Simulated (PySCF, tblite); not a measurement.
# C₅H₉NSi: geometry, infrared bands and NMR shifts

Wanted: the infrared bands and NMR shifts of C₅H₉NSi (`C=C1CN([SiH3])C1=C`), by calculation.

Computed with tblite 0.8.0 and PySCF 2.14.0, with density-fitted response routines of our own, on a single molecule in the gas phase. Atoms are numbered from 0 throughout.

## Step 1: The starting structure

16 atoms, charge 0, multiplicity 1; geometry from: force field or distance geometry start.

Bonds of the start (Å): C0–C1 1.32, C1–C2 1.49, C2–N3 1.47, N3–Si4 1.79, N3–C5 1.44, C5–C6 1.33, C5–C1 1.47, C0–H7 1.09, C0–H8 1.08, C2–H9 1.09, C2–H10 1.12, Si4–H11 1.45, Si4–H12 1.48, Si4–H13 1.48, C6–H14 1.10, C6–H15 1.10.

## Step 2: Geometry optimisation with GFN2-xTB

What the job is given:

```
{"job": {"kind": "relax", "xc": "GFN2-xTB", "basis": "xTB"}, "charge": 0, "multiplicity": 1}
C     -2.310700    -1.295900    -0.144600
C     -1.146300    -0.697700    -0.282900
C      0.053300    -0.762500    -1.170700
N      0.738700     0.142000    -0.242100
Si     2.446700     0.673400    -0.130900
C     -0.477900     0.353600     0.504400
C     -0.805100     1.186800     1.482900
H     -2.612600    -2.069800    -0.853600
H     -3.016100    -1.055900     0.635400
H      0.532800    -1.734900    -1.280400
H     -0.231700    -0.245200    -2.124700
H      2.464500     2.124200    -0.189500
H      3.041400     0.236400     1.153400
H      3.224500     0.046400    -1.217800
H     -1.810300     1.205300     1.930400
H     -0.098600     1.902600     1.919400
```

On the command line:

```sh
OMP_NUM_THREADS=1 python probes_run.py task.json out
```

One launch serves the whole session: the jobs run in the order shown.

**Question.** This job is followed by: GFN2-xTB harmonic vibrations, gas phase; GIAO PBE0/pcSseg-1 NMR shielding, non-relativistic, gas phase. Predict these results of the whole session: strongest single infrared mode (GFN2-xTB); zero-point energy (GFN2-xTB); 13C shifts against TMS (PBE0/pcSseg-1); 1H shifts against TMS (PBE0/pcSseg-1, means over atoms taken as alike); 15N shifts against NH3 (PBE0/pcSseg-1); 29Si shifts against TMS (PBE0/pcSseg-1).

As calculated:

| quantity | value |
| --- | --- |
| strongest single infrared mode (GFN2-xTB) | 2211 cm⁻¹, 402 km/mol |
| zero-point energy (GFN2-xTB) | 74.8 kcal/mol |
| 13C shifts against TMS (PBE0/pcSseg-1) | 160.5, 151.2, 109.2, 78.3, 58.2 ppm |
| 1H shifts against TMS (PBE0/pcSseg-1, means over atoms taken as alike) | 5.61, 5.11, 4.64, 4.36, 4.21, 3.99 ppm |
| 15N shifts against NH3 (PBE0/pcSseg-1) | 73.6 ppm |
| 29Si shifts against TMS (PBE0/pcSseg-1) | -67.6 ppm |

Over 79 steps the energy fell by 0.300 eV; of the close pairs, N3–Si4 changed most, 1.792 to 1.717 Å. The lowest mode is imaginary (24i cm⁻¹), so the xTB geometry is not a minimum. The strongest single mode, at 2211 cm⁻¹, moves mainly H12. Unscaled tight-binding wavenumbers are off by several per cent, some by more. Its intensities can rank the bands wrongly.
